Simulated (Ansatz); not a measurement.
# C4H6F2O: one species, many methods

An exercise on one series of results from a longer session: the logs are not shown, and one member is left open.

The runs use Ansatz 0.2.0, Gaussian basis; functionals in def2-TZVPP, the program's frozen cores in correlated methods.

Plan: LDA (SPW92), PBE-D4, revPBE-D4, BLYP-D4, r2SCAN-D4, B97M-V, PBE0-D4, B3LYP-D4, r2SCANh-D4, r2SCAN0-D4, HSE06-D4, BHLYP-D4, CAM-B3LYP-D4, LC-ωPBE, ωB97X-V, ωB97M-V, B2PLYP, PBE-QIDH; CCSD(T)/def2-SVP; CCSD(T)/def2-TZVPP; MP2/def2-QZVPP; extrapolation to the limit; RPA on PBE.

### The geometry

The geometry comes from an earlier relaxation with PBE0-D4 in a triple-zeta def2 set; it is a stationary point, not always the lowest conformer.

SMILES `FC1(F)CCOC1`, 13 atoms, charge 0, spin multiplicity 1.

Atoms are counted from 1 here; the program's logs count them from 0.

Bond lengths: F1–C2 1.359 Å, C2–F3 1.362 Å, C2–C4 1.521 Å, C2–C7 1.533 Å, C4–C5 1.521 Å, C4–H8 1.089 Å, C4–H9 1.091 Å, C5–O6 1.417 Å, C5–H10 1.100 Å, C5–H11 1.089 Å, O6–C7 1.407 Å, C7–H12 1.098 Å, C7–H13 1.090 Å. Angles: F1–C2–F3 105.9°, F1–C2–C4 112.0°, F1–C2–C7 112.0°, F3–C2–C4 111.8°, F3–C2–C7 110.6°, C4–C2–C7 104.7°, C2–C4–C5 102.0°, C2–C4–H8 111.3°, C2–C4–H9 108.4°, C5–C4–H8 114.8°, C5–C4–H9 110.5°, H8–C4–H9 109.5°, C4–C5–O6 104.3°, C4–C5–H10 111.1°, C4–C5–H11 114.0°, O6–C5–H10 110.4°, O6–C5–H11 108.1°, H10–C5–H11 108.8° and more.

Set-up of the first run:

in.yaml

```yaml
crystal:
  periodic: [false, false, false]
  atoms:
    - {symbol: F, position_ang: [-0.226722, -1.126191, 1.885975]}
    - {symbol: C, position_ang: [0.105699, -0.841421, 0.599587]}
    - {symbol: F, position_ang: [0.530240, -2.015743, 0.055095]}
    - {symbol: C, position_ang: [-1.063426, -0.250288, -0.172259]}
    - {symbol: C, position_ang: [-0.401890, 0.897583, -0.920066]}
    - {symbol: O, position_ang: [0.593891, 1.367155, -0.028507]}
    - {symbol: C, position_ang: [1.206533, 0.221935, 0.512479]}
    - {symbol: H, position_ang: [-1.536019, -0.997727, -0.808134]}
    - {symbol: H, position_ang: [-1.791608, 0.130441, 0.544786]}
    - {symbol: H, position_ang: [0.055317, 0.548365, -1.857162]}
    - {symbol: H, position_ang: [-1.073469, 1.725376, -1.144968]}
    - {symbol: H, position_ang: [2.001802, -0.155514, -0.143773]}
    - {symbol: H, position_ang: [1.619851, 0.461428, 1.491848]}
basis:
  gaussian: {orbitals: def2-TZVPP}
hamiltonian: {xc: lda}
output: {orbitals: {seedname: orbitals}}
```

Command:

```sh
ansatz run in.yaml --threads 4 --pin off --events-out ev --progress --plain --max-ram 11315MiB
```

Steps of the session up to this table: LDA; PBE-D4 (GGA); revPBE-D4 (GGA); BLYP-D4 (GGA); r2SCAN-D4 (meta-GGA); B97M-V (meta-GGA); PBE0-D4 (hybrid); B3LYP-D4 (hybrid); r2SCANh-D4 (hybrid); r2SCAN0-D4 (hybrid); HSE06-D4 (hybrid); BHLYP-D4 (hybrid); CAM-B3LYP-D4 (range-separated); LC-ωPBE (range-separated); ωB97X-V (range-separated); ωB97M-V (range-separated); B2PLYP (double hybrid); PBE-QIDH (double hybrid).

One table of the session follows, with a row left open; its other results are not shown here.

It belongs to the step «Frontier levels by functional». 

```
  functional  HOMO (eV)  LUMO (eV)  gap (eV)
 LDA (SPW92)      -6.38       0.19      6.57
      PBE-D4          ?          ?         ?
   revPBE-D4      -6.19       0.49      6.68
     BLYP-D4      -6.18       0.40      6.58
   r2SCAN-D4      -6.59       1.02      7.61
      B97M-V      -6.76       0.58      7.34
     PBE0-D4      -7.88       1.25      9.14
    B3LYP-D4      -7.66       0.90      8.56
  r2SCANh-D4      -7.20       1.32      8.52
  r2SCAN0-D4      -8.13       1.71      9.84
    HSE06-D4      -7.48       0.88      8.36
    BHLYP-D4      -9.50       1.87     11.37
CAM-B3LYP-D4      -9.37       2.03     11.40
     LC-ωPBE     -10.67       3.36     14.03
     ωB97X-V     -10.37       3.16     13.53
     ωB97M-V     -10.31       2.73     13.03
```

**Question.** Estimate the row for PBE-D4.

As computed: HOMO (eV): -6.25; LUMO (eV): 0.40; gap (eV): 6.65. In the column «HOMO (eV)» it lies between LDA (SPW92) (-6.38) and revPBE-D4 (-6.19).
